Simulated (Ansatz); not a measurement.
**CaAl2Ge2: further runs on the relaxed cell**

This session takes CaAl2Ge2 and sets out to measure the bulk modulus from energies at several volumes.

Computed with Ansatz 0.2.0 (DFT r2SCAN, scalar-relativistic, plane waves, PAW, unless a step's input says otherwise).

### Step 1. Starting point

It takes space group P-3m1 (No. 164, trigonal). Conventional cell: a = 4.170 Å, b = 4.170 Å, c = 7.148 Å, α = 90.00°, β = 90.00°, γ = 120.00°. Ca (site symmetry -3m) is surrounded by 6 Ge at 3.05 Å. Al (site symmetry 3m) has 4 Ge at 2.53 to 2.62 Å in its first shell of neighbours. Around Ge (site symmetry 3m) lie 4 Al at 2.53 to 2.62 Å and 3 Ca at 3.05 Å.

As a file:

```cif
data_structure
_symmetry_space_group_name_H-M 'P 1'
_symmetry_Int_Tables_number 1
_cell_length_a 4.1696
_cell_length_b 4.1696
_cell_length_c 7.1476
_cell_angle_alpha 90.000
_cell_angle_beta 90.000
_cell_angle_gamma 120.000
_cell_volume 107.62
loop_
_atom_site_label
_atom_site_type_symbol
_atom_site_fract_x
_atom_site_fract_y
_atom_site_fract_z
_atom_site_occupancy
Ca1 Ca 0.00000 0.00000 0.00000 1
Al1 Al 0.33333 0.66667 0.62783 1
Al2 Al 0.66667 0.33333 0.37217 1
Ge1 Ge 0.33333 0.66667 0.26148 1
Ge2 Ge 0.66667 0.33333 0.73852 1
```

It is the result of an earlier relaxation at this level (volume 21.52 Å³/atom; gap on the mesh: none (metal)).

### Step 2. Volume × 0.97

Contents of input.yaml:

```yaml
crystal:
  lattice:
    - [4.1274718406, 0.0, 0.0]
    - [-2.0637359203, 3.5744954674, 0.0]
    - [0.0, 0.0, 7.0753478215]
  atoms:
    - { symbol: Ca, position: [0.0, 0.0, 0.0] }
    - { symbol: Al, position: [0.3333333333, 0.6666666667, 0.6278288912] }
    - { symbol: Al, position: [0.6666666667, 0.3333333333, 0.3721711088] }
    - { symbol: Ge, position: [0.3333333333, 0.6666666667, 0.2614768374] }
    - { symbol: Ge, position: [0.6666666667, 0.3333333333, 0.7385231626] }
basis:
  ecutwfc: 500
kpoints:
  mp_grid: { grid: [12, 12, 6] }
hamiltonian:
  xc: r2scan
scf:
  occupations: { method: gaussian, width: 0.1 }
output:
  forces: true
  stress: true
  eigenvalues: true
relax:
  adjacent_minimum: "off"
  f_tol: 0.01
  max_steps: 30
  cell: { stress_tol: 0.1, fix: [volume] }
```

Command:

```console
$ ansatz run input.yaml --threads 1 --pin off --max-ram 2560MiB --backend cpu --events-out ev --progress --plain --runs-dir out
```

### Step 3. The cell scaled to 1.03 of its volume

Changes to input.yaml since step 2:

```diff
@@ -2,5 +2,5 @@
   lattice:
-    - [4.1274718406, 0.0, 0.0]
-    - [-2.0637359203, 3.5744954674, 0.0]
-    - [0.0, 0.0, 7.0753478215]
+    - [4.2108775816, 0.0, 0.0]
+    - [-2.1054387908, 3.6467269579, 0.0]
+    - [0.0, 0.0, 7.2183226619]
   atoms:
```

### Step 4. Volume × 0.94

Contents of input.yaml:

```yaml
crystal:
  lattice:
    - [4.0907186608, 0.0, 0.0]
    - [-2.0453593304, 3.54266628, 0.0]
    - [0.0, 0.0, 6.9802813525]
  atoms:
    - { symbol: Ca, position: [0.0, 0.0, 0.0] }
    - { symbol: Al, position: [0.3333333333, 0.6666666667, 0.6282073939] }
    - { symbol: Al, position: [0.6666666667, 0.3333333333, 0.3717926061] }
    - { symbol: Ge, position: [0.3333333333, 0.6666666667, 0.2594070501] }
    - { symbol: Ge, position: [0.6666666667, 0.3333333333, 0.7405929499] }
basis:
  ecutwfc: 500
kpoints:
  mp_grid: { grid: [12, 12, 6] }
hamiltonian:
  xc: r2scan
scf:
  occupations: { method: gaussian, width: 0.1 }
output:
  forces: true
  stress: true
  eigenvalues: true
relax:
  adjacent_minimum: "off"
  f_tol: 0.01
  max_steps: 30
  cell: { stress_tol: 0.1, fix: [volume] }
```

### Step 5. Point at V/V0 = 1.06

Contents of input.yaml:

```yaml
crystal:
  lattice:
    - [4.2449864527, 0.0, 0.0]
    - [-2.1224932264, 3.6762661068, 0.0]
    - [0.0, 0.0, 7.30966622]
  atoms:
    - { symbol: Ca, position: [0.0, 0.0, 0.0] }
    - { symbol: Al, position: [0.3333333333, 0.6666666667, 0.6273736903] }
    - { symbol: Al, position: [0.6666666667, 0.3333333333, 0.3726263097] }
    - { symbol: Ge, position: [0.3333333333, 0.6666666667, 0.2633597205] }
    - { symbol: Ge, position: [0.6666666667, 0.3333333333, 0.7366402795] }
basis:
  ecutwfc: 500
kpoints:
  mp_grid: { grid: [12, 12, 6] }
hamiltonian:
  xc: r2scan
scf:
  occupations: { method: gaussian, width: 0.1 }
output:
  forces: true
  stress: true
  eigenvalues: true
  write_density: true
  write_potential: true
  elf: true
  volumetric_format: npy
relax:
  adjacent_minimum: "off"
  f_tol: 0.01
  max_steps: 30
  cell: { stress_tol: 0.1, fix: [volume] }
```

### Step 6. The cell scaled to 0.91 of its volume

Contents of input.yaml:

```yaml
crystal:
  lattice:
    - [4.0542212028, 0.0, 0.0]
    - [-2.0271106014, 3.5110585542, 0.0]
    - [0.0, 0.0, 6.8797207329]
  atoms:
    - { symbol: Ca, position: [0.0, 0.0, 0.0] }
    - { symbol: Al, position: [0.3333333333, 0.6666666667, 0.6286927237] }
    - { symbol: Al, position: [0.6666666667, 0.3333333333, 0.3713072763] }
    - { symbol: Ge, position: [0.3333333333, 0.6666666667, 0.2573662906] }
    - { symbol: Ge, position: [0.6666666667, 0.3333333333, 0.7426337094] }
basis:
  ecutwfc: 500
kpoints:
  mp_grid: { grid: [12, 12, 6] }
hamiltonian:
  xc: r2scan
scf:
  occupations: { method: gaussian, width: 0.1 }
output:
  forces: true
  stress: true
  eigenvalues: true
relax:
  adjacent_minimum: "off"
  f_tol: 0.01
  max_steps: 30
  cell: { stress_tol: 0.1, fix: [volume] }
```

### Step 7. The cell scaled to 1.10 of its volume

Contents of input.yaml:

```yaml
crystal:
  lattice:
    - [4.2914757442, 0.0, 0.0]
    - [-2.1457378721, 3.7165270142, 0.0]
    - [0.0, 0.0, 7.422046296]
  atoms:
    - { symbol: Ca, position: [0.0, 0.0, 0.0] }
    - { symbol: Al, position: [0.3333333333, 0.6666666667, 0.6270723052] }
    - { symbol: Al, position: [0.6666666667, 0.3333333333, 0.3729276948] }
    - { symbol: Ge, position: [0.3333333333, 0.6666666667, 0.2652845534] }
    - { symbol: Ge, position: [0.6666666667, 0.3333333333, 0.7347154466] }
basis:
  ecutwfc: 500
kpoints:
  mp_grid: { grid: [12, 12, 6] }
hamiltonian:
  xc: r2scan
scf:
  occupations: { method: gaussian, width: 0.1 }
output:
  forces: true
  stress: true
  eigenvalues: true
relax:
  adjacent_minimum: "off"
  f_tol: 0.01
  max_steps: 30
  cell: { stress_tol: 0.1, fix: [volume] }
```

### Step 8. The cell scaled to 0.88 of its volume

Contents of input.yaml:

```yaml
crystal:
  lattice:
    - [4.0171120411, 0.0, 0.0]
    - [-2.0085560205, 3.4789210774, 0.0]
    - [0.0, 0.0, 6.7764007335]
  atoms:
    - { symbol: Ca, position: [0.0, 0.0, 0.0] }
    - { symbol: Al, position: [0.3333333333, 0.6666666667, 0.6292223064] }
    - { symbol: Al, position: [0.6666666667, 0.3333333333, 0.3707776936] }
    - { symbol: Ge, position: [0.3333333333, 0.6666666667, 0.2552733334] }
    - { symbol: Ge, position: [0.6666666667, 0.3333333333, 0.7447266666] }
basis:
  ecutwfc: 500
kpoints:
  mp_grid: { grid: [12, 12, 6] }
hamiltonian:
  xc: r2scan
scf:
  occupations: { method: gaussian, width: 0.1 }
output:
  forces: true
  stress: true
  eigenvalues: true
relax:
  adjacent_minimum: "off"
  f_tol: 0.01
  max_steps: 30
  cell: { stress_tol: 0.1, fix: [volume] }
```

(Steps that only read results are left out.)

Before running it: what results should come out? Wanted: equilibrium volume of the fit; bulk modulus.

**Answer**, as computed:

| quantity | value |
| --- | --- |
| equilibrium volume of the fit | 21.53 Å³/atom |
| bulk modulus | 63 GPa |
| its pressure derivative | 4.0 |

What this shows: The fit puts the minimum at 21.53 Å³/atom with B = 63 GPa and B' = 4.0.
